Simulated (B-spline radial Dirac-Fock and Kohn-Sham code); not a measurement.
# Muonic Ir

The question: the levels and X-ray lines of a negative muon bound to a nucleus of Ir.

Method: Dirac equation of a negative muon with reduced mass around a spherical finite nucleus, Uehling potential to all orders; no nuclear polarisation, deformation, self-energy or electron screening; computed with B-spline radial Dirac-Fock and Kohn-Sham code, version 3.

## Step 1: The system

The free iridium atom in the configuration [Xe] 4f14 5d7 6s2.

```
nuclear charge     : 77
electrons          : 77
mass number        : 191
nuclear rms radius : 5.3968 fm
```

## Step 2: A = 191, fermi nucleus

Settings, as recorded:

```ini
task = muonic
Z = 77
charge = 0
configuration = 1s2 2s2 2p6 3s2 3p6 3d10 4s2 4p6 4d10 4f14 5s2 5p6 5d7 6s2
mass_number = 191
rms_radius = 5.3968  # fm
nuclear_model = fermi
atomic_mass = 190.960591  # u
radius_from = measured
```

Results of the run (chosen fields of its result record, rounded):

```text
status: converged
levels: ["1s1/2", "2s1/2", "2p1/2", "2p3/2", "3s1/2", "3p1/2", "3p3/2", "3d3/2", "3d5/2", "4d3/2", "4d5/2", "4f5/2", "4f7/2", "5f5/2", "5f7/2", "5g7/2", "5g9/2", "6g7/2", "6g9/2", "6h9/2", "6h11/2"]
binding [keV]: [9732.906, 3239.014, 4269.566, 4110.482, 1576.176, 1892.944, 1851.624, 1909.556, 1876.133, 1071.053, 1057.123, 1057.23, 1050.123, 676.2274, 672.5786, 672.3582, 670.2043, 466.8476, 465.599, 465.4829, 464.658]
point_nucleus_binding [keV]: [18246.1, 4664.551, 4664.551, 4253.079, 2025.694, 2025.694, 1903.1, 1903.1, 1868.726, 1068.677, 1054.078, 1054.078, 1047.048, 674.6563, 671.0431, 671.0431, 668.9071, 466.126, 464.8871, 464.8871, 464.0673]
vacuum_polarisation [keV]: [62.43, 17.306, 28.432, 26.175, 6.6129, 9.369, 8.8892, 8.865, 8.3594, 3.8176, 3.6254, 3.1567, 3.0763, 1.5755, 1.537, 1.3151, 1.2972, 0.72158, 0.71188, 0.59575, 0.59072]
mean_radius [fm]: [8.401, 25.39, 16.22, 17.0, 52.45, 40.56, 41.52, 33.4, 34.3, 67.44, 68.53, 58.54, 59.18, 102.8, 103.5, 90.27, 90.76, 144.6, 145.2, 128.6, 129.0]
```

## Step 3: A = 193, fermi nucleus

Recorded inputs:

```ini
task = muonic
mass_number = 193
rms_radius = 5.4032  # fm
nuclear_model = fermi
atomic_mass = 192.962924  # u
```

Results of the run (chosen fields of its result record, rounded):

```text
status: converged
levels: ["1s1/2", "2s1/2", "2p1/2", "2p3/2", "3s1/2", "3p1/2", "3p3/2", "3d3/2", "3d5/2", "4d3/2", "4d5/2", "4f5/2", "4f7/2", "5f5/2", "5f7/2", "5g7/2", "5g9/2", "6g7/2", "6g9/2", "6h9/2", "6h11/2"]
binding [keV]: [9727.07, 3237.922, 4268.881, 4110.025, 1575.811, 1892.723, 1851.468, 1909.557, 1876.139, 1071.053, 1057.126, 1057.237, 1050.129, 676.2316, 672.5827, 672.3624, 670.2085, 466.8505, 465.6019, 465.4857, 464.6609]
point_nucleus_binding [keV]: [18246.22, 4664.58, 4664.58, 4253.105, 2025.707, 2025.707, 1903.111, 1903.111, 1868.737, 1068.684, 1054.085, 1054.085, 1047.055, 674.6604, 671.0473, 671.0473, 668.9112, 466.1289, 464.89, 464.89, 464.0701]
vacuum_polarisation [keV]: [62.362, 17.294, 28.418, 26.166, 6.6091, 9.3651, 8.8863, 8.865, 8.3595, 3.8175, 3.6254, 3.1568, 3.0763, 1.5755, 1.5371, 1.3152, 1.2972, 0.72159, 0.71189, 0.59576, 0.59073]
mean_radius [fm]: [8.406, 25.4, 16.23, 17.01, 52.47, 40.57, 41.52, 33.4, 34.3, 67.44, 68.53, 58.54, 59.18, 102.8, 103.5, 90.27, 90.76, 144.6, 145.2, 128.6, 129.0]
```

## Step 4: A = 193, sphere nucleus

Recorded inputs:

```ini
task = muonic
mass_number = 193
rms_radius = 5.4032  # fm
nuclear_model = sphere
atomic_mass = 192.962924  # u
```

Results of the run (chosen fields of its result record, rounded):

```text
status: converged
levels: ["1s1/2", "2s1/2", "2p1/2", "2p3/2", "3s1/2", "3p1/2", "3p3/2", "3d3/2", "3d5/2", "4d3/2", "4d5/2", "4f5/2", "4f7/2", "5f5/2", "5f7/2", "5g7/2", "5g9/2", "6g7/2", "6g9/2", "6h9/2", "6h11/2"]
binding [keV]: [9695.77, 3228.109, 4272.616, 4114.543, 1572.195, 1893.644, 1852.82, 1909.762, 1876.277, 1071.171, 1057.208, 1057.238, 1050.13, 676.2325, 672.5832, 672.3624, 670.2085, 466.8505, 465.6019, 465.4857, 464.6609]
point_nucleus_binding [keV]: [18246.22, 4664.58, 4664.58, 4253.105, 2025.707, 2025.707, 1903.111, 1903.111, 1868.737, 1068.684, 1054.085, 1054.085, 1047.055, 674.6604, 671.0473, 671.0473, 668.9112, 466.1289, 464.89, 464.89, 464.0701]
vacuum_polarisation [keV]: [61.834, 17.126, 28.474, 26.247, 6.5512, 9.3723, 8.9054, 8.8704, 8.363, 3.8205, 3.6274, 3.1568, 3.0763, 1.5755, 1.5371, 1.3151, 1.2972, 0.72158, 0.71189, 0.59576, 0.59073]
mean_radius [fm]: [8.448, 25.49, 16.21, 16.98, 52.59, 40.55, 41.49, 33.39, 34.3, 67.43, 68.52, 58.54, 59.18, 102.8, 103.5, 90.27, 90.76, 144.6, 145.2, 128.6, 129.0]
```

## Step 5: A = 193, gauss nucleus

Settings, as recorded:

```ini
task = muonic
mass_number = 193
rms_radius = 5.4032  # fm
nuclear_model = gauss
atomic_mass = 192.962924  # u
```

Results of the run (chosen fields of its result record, rounded):

```text
status: converged
levels: ["1s1/2", "2s1/2", "2p1/2", "2p3/2", "3s1/2", "3p1/2", "3p3/2", "3d3/2", "3d5/2", "4d3/2", "4d5/2", "4f5/2", "4f7/2", "5f5/2", "5f7/2", "5g7/2", "5g9/2", "6g7/2", "6g9/2", "6h9/2", "6h11/2"]
binding [keV]: [9901.258, 3285.44, 4261.026, 4097.363, 1592.892, 1891.324, 1847.913, 1908.841, 1875.631, 1070.644, 1056.827, 1057.232, 1050.126, 676.2273, 672.5803, 672.3624, 670.2085, 466.8505, 465.6019, 465.4857, 464.6609]
point_nucleus_binding [keV]: [18246.22, 4664.58, 4664.58, 4253.105, 2025.707, 2025.707, 1903.111, 1903.111, 1868.737, 1068.684, 1054.085, 1054.085, 1047.055, 674.6604, 671.0473, 671.0473, 668.9112, 466.1289, 464.89, 464.89, 464.0701]
vacuum_polarisation [keV]: [65.116, 18.069, 28.336, 25.949, 6.8692, 9.3754, 8.8419, 8.8456, 8.3461, 3.8072, 3.6181, 3.1567, 3.0763, 1.5754, 1.537, 1.3152, 1.2972, 0.72159, 0.71189, 0.59576, 0.59073]
mean_radius [fm]: [8.202, 25.0, 16.25, 17.07, 51.88, 40.58, 41.6, 33.42, 34.32, 67.48, 68.56, 58.54, 59.18, 102.8, 103.5, 90.27, 90.76, 144.6, 145.2, 128.6, 129.0]
```

## Step 6: What follows from the records

X-ray lines of the cascade, in keV:

```
         line  A = 191, fermi  A = 193, fermi  A = 193, sphere  A = 193, gauss
2p3/2 → 1s1/2         5622.42         5617.04          5581.23         5803.90
2p1/2 → 1s1/2         5463.34         5458.19          5423.15         5640.23
3p3/2 → 1s1/2         7881.28         7875.60          7842.95         8053.35
3d5/2 → 2p3/2         2234.35         2233.89          2238.27         2221.73
3d3/2 → 2p1/2         2360.01         2359.32          2362.85         2352.19
4f7/2 → 3d5/2         826.011         826.010          826.148         825.504
5g9/2 → 4f7/2         379.918         379.921          379.921         379.918
```

## Step 7: Summary of results

| quantity | value |
| --- | --- |
| 1s binding, A = 191, fermi | 9732.91 keV |
| for a point nucleus | 18246.1 keV |
| vacuum polarisation in 1s | 62.43 keV |
| mean 1s radius, nuclear rms radius | 8.40, 5.397 fm |

**Reading.** With a mean radius of 1.6 times the nuclear rms radius, the 1s level loses 47 % of its point-nucleus binding. (Vacuum polarisation, which the point-nucleus values lack, is taken out for this ratio.) The size effect lifts 2s above 2p1/2, which a point nucleus keeps level. From A = 191 to 193 the 2p3/2 → 1s1/2 line moves by -5.38 keV. Nuclear polarisation, deformation and electron screening are left out.
